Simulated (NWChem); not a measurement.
**CH5BNO (SMILES BN(C)[O]) at 4 levels**

Wanted: a comparison of 4 runs (UHF/STO-3G, UHF/3-21G, UB3LYP/6-31G*) of CH5BNO. 

The results are computed with NWChem 7.3.0.

## (1) The structure to begin with

CH5BNO has 9 atoms, charge 0, and is taken as a doublet. As SMILES, `BN(C)[O]`. Geometry: relaxed at GFN2-xTB.

Bond lengths: B1–N2 1.422 Å, N2–C3 1.455 Å, N2–O4 1.269 Å, B1–H5 1.165 Å, B1–H6 1.167 Å, C3–H7 1.091 Å, C3–H8 1.089 Å, C3–H9 1.090 Å. Some angles: B1–N2–C3 121.1°, B1–N2–O4 123.5°, C3–N2–O4 115.4°, N2–B1–H5 118.2°, N2–B1–H6 117.7°, N2–C3–H7 109.7°, N2–C3–H8 110.0°, N2–C3–H9 109.1°, H5–B1–H6 124.1°, H7–C3–H8 108.5°.

## (2) Energy and gradient at UHF/STO-3G (run 1)

Input file ch5bno.nw:

```
start ch5bno
memory 2200 mb

geometry units atomic noautosym nocenter noautoz
  B  -1.39104630  2.01509056 -1.04571775
  N   0.37076427 -0.01226432 -0.97995528
  C   0.80498553 -1.44324053  1.32715466
  O   1.64253105 -0.72100611 -2.88566848
  H  -1.66887383  3.08845499 -2.94704679
  H  -2.47174287  2.49700851  0.81605933
  H  -0.86383161 -2.57199284  1.76919939
  H   1.15874227 -0.15926612  2.89606198
  H   2.41845260 -2.69278414  1.04989404
end

basis spherical bse
  * library STO-3G
end

scf
  doublet
  uhf
  thresh 1e-08
  maxiter 80
end

task scf gradient
```

Run with:

```console
nwchem ch5bno.nw > ch5bno.out
```

Log:

```text
[...]
  functions       =    25
[...]
  wavefunction    = UHF
[...]
         Total SCF energy =   -192.256391430349
      One electron energy =   -488.814049392914
      Two electron energy =    182.462447071999
 Nuclear repulsion energy =    114.095210890566
                       Sz =      0.5000
                 Sz(Sz+1) =      0.7500
                      S^2 =      0.7575
[...]
                         UHF ENERGY GRADIENTS
    atom               coordinates                        gradient
                 x          y          z           x          y          z
   1 B      -1.391046   2.015091  -1.045718   -0.007120   0.007531   0.002303
   2 N       0.370764  -0.012264  -0.979955    0.092774  -0.072359  -0.095081
   3 C       0.804986  -1.443241   1.327155    0.000770   0.017555  -0.028165
   4 O       1.642531  -0.721006  -2.885668   -0.080325   0.042850   0.125379
   5 H      -1.668874   3.088455  -2.947047    0.000890   0.000969  -0.004590
   6 H      -2.471743   2.497009   0.816059   -0.002308  -0.000338   0.006305
   7 H      -0.863832  -2.571993   1.769199   -0.002855   0.002331  -0.002944
   8 H       1.158742  -0.159266   2.896062   -0.002319   0.002586  -0.001519
   9 H       2.418453  -2.692784   1.049894    0.000493  -0.001125  -0.001688
[...]
```

Run time: 2.2 s. Hardware: 1 thread of AMD EPYC 9R45 (Zen 5), shared host; peak memory 0.099 GiB.

## (3) Energy and forces at UHF/3-21G (run 2)

Input file ch5bno.nw:

```
start ch5bno
title "CH5BNO hf"
memory 2200 mb
geometry noautosym nocenter noautoz
   B     -0.736110     1.066340    -0.553370
   N      0.196200    -0.006490    -0.518570
   C      0.425980    -0.763730     0.702300
   O      0.869190    -0.381540    -1.527030
   H     -0.883130     1.634340    -1.559510
   H     -1.307990     1.321360     0.431840
   H     -0.457120    -1.361040     0.936220
   H      0.613180    -0.084280     1.532530
   H      1.279790    -1.424960     0.555580
end
basis spherical bse
   B library 3-21G
   N library 3-21G
   C library 3-21G
   O library 3-21G
   H library 3-21G
end
scf
   nopen 1
   uhf
   thresh 1e-08
   maxiter 80
   print medium
end
task scf gradient
```

Run with:

```console
nwchem ch5bno.nw > ch5bno.out
```

Log:

```text
[...]
  functions       =    46
[...]
  wavefunction    = UHF
[...]
         Total SCF energy =   -193.628938672388
      One electron energy =   -488.935759452665
      Two electron energy =    181.211601688003
 Nuclear repulsion energy =    114.095219092274
                       Sz =      0.5000
                 Sz(Sz+1) =      0.7500
                      S^2 =      0.7572
[...]
                         UHF ENERGY GRADIENTS
    atom               coordinates                        gradient
                 x          y          z           x          y          z
   1 B      -1.391046   2.015090  -1.045718   -0.006212   0.003047   0.010909
   2 N       0.370764  -0.012264  -0.979955    0.051954  -0.032799  -0.076964
   3 C       0.804985  -1.443240   1.327155   -0.000907   0.014485  -0.019736
   4 O       1.642531  -0.721006  -2.885668   -0.049961   0.025032   0.083541
   5 H      -1.668874   3.088455  -2.947047    0.002217  -0.005285   0.007283
   6 H      -2.471743   2.497008   0.816059    0.004653  -0.002734  -0.007469
   7 H      -0.863832  -2.571993   1.769199   -0.006446  -0.001061  -0.000631
   8 H       1.158742  -0.159266   2.896062   -0.000879   0.005461   0.003312
   9 H       2.418452  -2.692784   1.049894    0.005581  -0.006147  -0.000244
[...]
```

Run time: 3.3 s. Hardware: 1 thread of AMD EPYC 9R45 (Zen 5), shared host; peak memory 0.098 GiB.

## (4) Energy and gradient at UB3LYP/6-31G(d) (spherical functions) (run 3)

Input file mol.xyz:

```xyz
9
CH5BNO
B     -0.736110     1.066340    -0.553370
N      0.196200    -0.006490    -0.518570
C      0.425980    -0.763730     0.702300
O      0.869190    -0.381540    -1.527030
H     -0.883130     1.634340    -1.559510
H     -1.307990     1.321360     0.431840
H     -0.457120    -1.361040     0.936220
H      0.613180    -0.084280     1.532530
H      1.279790    -1.424960     0.555580
```

Input file mol.nw:

```
start mol
title "CH5BNO"
memory stack 880 mb heap 220 mb global 1100 mb
charge 0

geometry noautosym nocenter noautoz
  load format xyz mol.xyz
end

basis "ao basis" spherical bse
  * library 6-31G*
end

dft
  xc b3lyp
  mult 2
  grid xfine
  convergence energy 1e-08
  iterations 100
  mulliken
end

task dft gradient
```

Run with:

```console
nwchem mol.nw > mol.out
```

Log:

```text
[...]
          Wavefunction type:  spin polarized.
          No. of atoms     :     9
          No. of electrons :    31
[...]
          Charge           :     0
          Spin multiplicity:     2
[...]
          AO basis - number of functions:    66
[...]
              XC Information
              --------------
                         B3LYP Method XC Potential
                     Hartree-Fock (Exact) Exchange  0.200
                        Slater Exchange Functional  0.800 local
                    Becke 1988 Exchange Functional  0.720 non-local
              Lee-Yang-Parr Correlation Functional  0.810
                  VWN I RPA Correlation Functional  0.190 local
[...]
 d= 0,ls=0.0,diis     1   -195.7582232780 -3.10D+02  1.01D-02  2.14D-01     2.7
[...]
 d= 0,ls=0.0,diis    12   -195.8721487624 -9.61D-09  4.24D-07  8.29D-10    30.6
[...]
         Total DFT energy =     -195.872148762352
      One electron energy =     -490.942660165905
           Coulomb energy =      207.853611168080
    Exchange-Corr. energy =      -26.878318856801
 Nuclear repulsion energy =      114.095219092274
[...]
      Total Density - Mulliken Population Analysis
     ---------------------------------------------
    Atom       Charge   Shell Charges
 -----------   ------   -------------------------------------------------------
    1 B    5     4.92   2.00  0.58  1.49  0.40  0.39  0.06
    2 N    7     6.93   2.00  0.80  2.48  0.64  0.94  0.07
    3 C    6     6.33   2.00  0.68  2.13  0.58  0.89  0.05
    4 O    8     8.34   2.00  0.94  2.80  1.00  1.56  0.04
    5 H    1     1.00   0.53  0.47
    6 H    1     1.02   0.53  0.49
    7 H    1     0.82   0.53  0.30
    8 H    1     0.82   0.53  0.30
    9 H    1     0.81   0.52  0.29
[...]
      <S2> =      0.7537 (Exact =     0.7500)
[...]
  wavefunction    = open shell
                         DFT ENERGY GRADIENTS
    atom               coordinates                        gradient
                 x          y          z           x          y          z
   1 B      -1.391046   2.015090  -1.045718   -0.001493  -0.000713   0.005976
   2 N       0.370764  -0.012264  -0.979955    0.005644  -0.003763  -0.012331
   3 C       0.804985  -1.443240   1.327155   -0.001266   0.008291  -0.011249
   4 O       1.642531  -0.721006  -2.885668   -0.010414   0.004144   0.021433
   5 H      -1.668874   3.088455  -2.947047    0.001660  -0.005993   0.010625
   6 H      -2.471743   2.497008   0.816059    0.005854  -0.002430  -0.011048
   7 H      -0.863832  -2.571993   1.769199    0.001634   0.002294  -0.001647
   8 H       1.158742  -0.159266   2.896062   -0.000856  -0.001044  -0.003083
   9 H       2.418452  -2.692784   1.049894   -0.000763  -0.000786   0.001324
[...]
```

It took 37 s on 1 thread of AMD EPYC 9R45 (Zen 5), shared host; peak memory 0.14 GiB.

## (5) Energy and gradient at UB3LYP/6-31G(d) (Cartesian functions) (run 4)

Input file mymol.nw:

```
start mymol
title "CH5BNO"
memory total 2200 mb
charge 0

geometry noautosym nocenter noautoz
  B       -0.736110       1.066340      -0.553370
  N        0.196200      -0.006490      -0.518570
  C        0.425980      -0.763730       0.702300
  O        0.869190      -0.381540      -1.527030
  H       -0.883130       1.634340      -1.559510
  H       -1.307990       1.321360       0.431840
  H       -0.457120      -1.361040       0.936220
  H        0.613180      -0.084280       1.532530
  H        1.279790      -1.424960       0.555580
end

basis cartesian
  B library 6-31G*
  N library 6-31G*
  C library 6-31G*
  O library 6-31G*
  H library 6-31G*
end

dft
  xc b3lyp
  mult 2
  grid xfine
  convergence energy 1e-08
  maxiter 100
  mulliken
end

task dft gradient
```

Run with:

```console
nwchem mymol.nw > mymol.out
```

Log:

```text
[...]
          Wavefunction type:  spin polarized.
          No. of atoms     :     9
          No. of electrons :    31
[...]
          Charge           :     0
          Spin multiplicity:     2
[...]
          AO basis - number of functions:    70
[...]
              XC Information
              --------------
                         B3LYP Method XC Potential
                     Hartree-Fock (Exact) Exchange  0.200
                        Slater Exchange Functional  0.800 local
                    Becke 1988 Exchange Functional  0.720 non-local
              Lee-Yang-Parr Correlation Functional  0.810
                  VWN I RPA Correlation Functional  0.190 local
[...]
 d= 0,ls=0.0,diis     1   -195.7600565426 -3.10D+02  1.08D-02  2.38D-01     2.9
[...]
 d= 0,ls=0.0,diis    13   -195.8758960544 -6.45D-10  2.12D-07  2.16D-10    35.4
[...]
         Total DFT energy =     -195.875896054373
      One electron energy =     -490.910008212034
           Coulomb energy =      207.784210932279
    Exchange-Corr. energy =      -26.845317866892
 Nuclear repulsion energy =      114.095219092274
[...]
      Total Density - Mulliken Population Analysis
     ---------------------------------------------
    Atom       Charge   Shell Charges
 -----------   ------   -------------------------------------------------------
    1 B    5     4.92   1.99  0.57  1.50  0.40  0.38  0.08
    2 N    7     6.94   1.99  0.80  2.48  0.68  0.94  0.04
    3 C    6     6.33   1.99  0.69  2.13  0.58  0.89  0.04
    4 O    8     8.33   1.99  0.93  2.80  1.05  1.54  0.01
    5 H    1     1.00   0.53  0.47
    6 H    1     1.02   0.53  0.49
    7 H    1     0.82   0.53  0.29
    8 H    1     0.82   0.53  0.30
    9 H    1     0.81   0.52  0.29
[...]
      <S2> =      0.7537 (Exact =     0.7500)
[...]
  wavefunction    = open shell
                         DFT ENERGY GRADIENTS
    atom               coordinates                        gradient
                 x          y          z           x          y          z
   1 B      -1.391046   2.015090  -1.045718   -0.001491  -0.000695   0.005944
   2 N       0.370764  -0.012264  -0.979955    0.005834  -0.003893  -0.012668
   3 C       0.804985  -1.443240   1.327155   -0.001259   0.008313  -0.011279
   4 O       1.642531  -0.721006  -2.885668   -0.010578   0.004228   0.021748
   5 H      -1.668874   3.088455  -2.947047    0.001631  -0.005955   0.010614
   6 H      -2.471743   2.497008   0.816059    0.005832  -0.002410  -0.011030
   7 H      -0.863832  -2.571993   1.769199    0.001605   0.002258  -0.001618
   8 H       1.158742  -0.159266   2.896062   -0.000839  -0.001039  -0.003017
   9 H       2.418452  -2.692784   1.049894   -0.000735  -0.000806   0.001306
[...]
```

Run time: 41 s. Hardware: 1 thread of AMD EPYC 9R45 (Zen 5), shared host; peak memory 0.14 GiB.

## (6) The series

```csv
run,level,iteration cap,module,energy (Eh),dipole moment (D),HOMO energy (eV),LUMO energy (eV),wall time
1,UHF/STO-3G,80,scf,-192.256391,1.49,-8.31,7.03,2.2 s
2,UHF/3-21G,80,scf,-193.628939,2.30,-10.50,2.67,3.3 s
3,UB3LYP/6-31G* (spherical functions),100,dft,-195.872149,2.49,-6.52,-2.91,37 s
4,UB3LYP/6-31G* (Cartesian functions),100,dft,-195.875896,2.50,-6.53,-2.92,41 s
```

## (7) Results

```
                                 quantity          value
                      run 4: total energy  -195.87590 Eh
                     run 4: dipole moment         2.50 D
run 4: HOMO energy (highest over α and β)       -6.53 eV
 run 4: LUMO energy (lowest over α and β)       -2.92 eV
                              run 4: ⟨S²⟩          0.754
          run 4: largest force on an atom     1.262 eV/Å
```

What this shows: The dipole moment (its size) runs from 1.49 D (UHF/STO-3G) to 2.50 D (UB3LYP/6-31G*). The two ends differ in method and basis. In run 1 the basis is minimal, so the values are rough. All runs together took 84 s, the longest 41 s.
